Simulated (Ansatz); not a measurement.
# BH7N2OSi: a ladder of functionals and wavefunction methods

One table from this session's results is given with a row withheld; the runs are named, their logs left out.

Program: Ansatz 0.2.0, Gaussian basis. Level of theory: functionals in def2-TZVPP, the program's frozen cores in correlated methods. These are calculated values, not measurements.

Plan: LDA (SPW92), PBE-D4, revPBE-D4, BLYP-D4, r2SCAN-D4, B97M-V, PBE0-D4, B3LYP-D4, r2SCANh-D4, r2SCAN0-D4, HSE06-D4, BHLYP-D4, CAM-B3LYP-D4, LC-ωPBE, ωB97X-V, ωB97M-V, B2PLYP, PBE-QIDH; CCSD(T)/def2-SVP; CCSD(T)/def2-TZVPP; MP2/def2-QZVPP; extrapolation to the limit; RPA on PBE.

## Structure used throughout

An earlier PBE0-D4 in a triple-zeta def2 set relaxation fixed the geometry.

12 atoms, charge 0, spin multiplicity 1.

Atoms are counted from 1 here; the program's logs count them from 0.

Bond lengths: N1–B2 1.418 Å, N1–H6 1.003 Å, N1–H7 1.003 Å, B2–N3 1.414 Å, B2–O4 1.386 Å, N3–H8 1.003 Å, N3–H9 1.002 Å, O4–Si5 1.629 Å, Si5–H10 1.492 Å, Si5–H11 1.484 Å, Si5–H12 1.486 Å. Angles: B2–N1–H6 122.6°, B2–N1–H7 123.4°, H6–N1–H7 113.8°, N1–B2–N3 122.3°, N1–B2–O4 120.7°, N3–B2–O4 117.0°, B2–N3–H8 121.1°, B2–N3–H9 124.4°, H8–N3–H9 114.5°, B2–O4–Si5 136.2°, O4–Si5–H10 111.4°, O4–Si5–H11 108.6°, O4–Si5–H12 110.5°, H10–Si5–H11 108.7°, H10–Si5–H12 108.2°, H11–Si5–H12 109.3°.

Geometry (Å):

```xyz
12
BH7N2OSi
N    -0.9553    1.0620    0.6334
B    -0.3174   -0.2034    0.6836
N    -0.4179   -1.0567    1.8060
O     0.4438   -0.6546   -0.3828
Si    1.0355   -0.0136   -1.7590
H    -0.9451    1.6400   -0.1865
H    -1.5340    1.4176    1.3712
H     0.0564   -1.9401    1.8286
H    -0.9524   -0.8501    2.6280
H     0.2144    1.1448   -2.2179
H     1.0176   -1.0577   -2.8129
H     2.4312    0.4565   -1.5574
```

The first run:

The input, in.yaml:

```yaml
crystal:
  periodic: [false, false, false]
  atoms:
    - {symbol: N, position_ang: [-0.955318, 1.062031, 0.633415]}
    - {symbol: B, position_ang: [-0.317353, -0.203389, 0.683566]}
    - {symbol: N, position_ang: [-0.417932, -1.056718, 1.805991]}
    - {symbol: O, position_ang: [0.443816, -0.654643, -0.382829]}
    - {symbol: Si, position_ang: [1.035544, -0.013568, -1.759034]}
    - {symbol: H, position_ang: [-0.945077, 1.639995, -0.186515]}
    - {symbol: H, position_ang: [-1.533973, 1.417570, 1.371194]}
    - {symbol: H, position_ang: [0.056405, -1.940101, 1.828565]}
    - {symbol: H, position_ang: [-0.952415, -0.850059, 2.628039]}
    - {symbol: H, position_ang: [0.214352, 1.144778, -2.217917]}
    - {symbol: H, position_ang: [1.017634, -1.057663, -2.812940]}
    - {symbol: H, position_ang: [2.431217, 0.456466, -1.557438]}
basis:
  gaussian: {orbitals: def2-TZVPP}
hamiltonian: {xc: lda}
output: {orbitals: {seedname: orbitals}}
```

Among the steps run: LDA; PBE-D4 (GGA); revPBE-D4 (GGA); BLYP-D4 (GGA); r2SCAN-D4 (meta-GGA); B97M-V (meta-GGA); PBE0-D4 (hybrid); B3LYP-D4 (hybrid); r2SCANh-D4 (hybrid); r2SCAN0-D4 (hybrid); HSE06-D4 (hybrid); BHLYP-D4 (hybrid); CAM-B3LYP-D4 (range-separated); LC-ωPBE-D4 (range-separated; the results give it without D4); ωB97X-V (range-separated); ωB97M-V (range-separated); B2PLYP (double hybrid); PBE-QIDH (double hybrid).

One table of the session follows, with a row left open; its other results are not shown here.

It belongs to the step «Frontier levels by functional». 

```
  functional  HOMO (eV)  LUMO (eV)  gap (eV)
 LDA (SPW92)      -5.72      -0.69      5.03
      PBE-D4      -5.55      -0.45      5.10
   revPBE-D4      -5.48      -0.34      5.14
     BLYP-D4      -5.43      -0.37      5.06
   r2SCAN-D4          ?          ?         ?
      B97M-V      -5.95      -0.31      5.65
     PBE0-D4      -6.97       0.39      7.36
    B3LYP-D4      -6.73       0.13      6.85
  r2SCANh-D4      -6.39       0.32      6.70
  r2SCAN0-D4      -7.19       0.70      7.90
    HSE06-D4      -6.56       0.02      6.58
    BHLYP-D4      -8.32       1.11      9.43
CAM-B3LYP-D4      -8.42       1.25      9.67
     LC-ωPBE      -9.84       2.50     12.34
     ωB97X-V      -9.45       2.30     11.75
     ωB97M-V      -9.36       1.88     11.25
```

Q: Estimate the row for r2SCAN-D4 from the others.

Worked estimate for «HOMO (eV)». Against the share of exact exchange, r2SCANh-D4 (0.1, -6.39), r2SCAN0-D4 (0.25, -7.19) give a slope of -5.33 per unit share; at 0 the line stands at -5.86.

**Answer.** HOMO (eV): -5.85; LUMO (eV): 0.05; gap (eV): 5.90. In «HOMO (eV)» the line misses by -0.01.
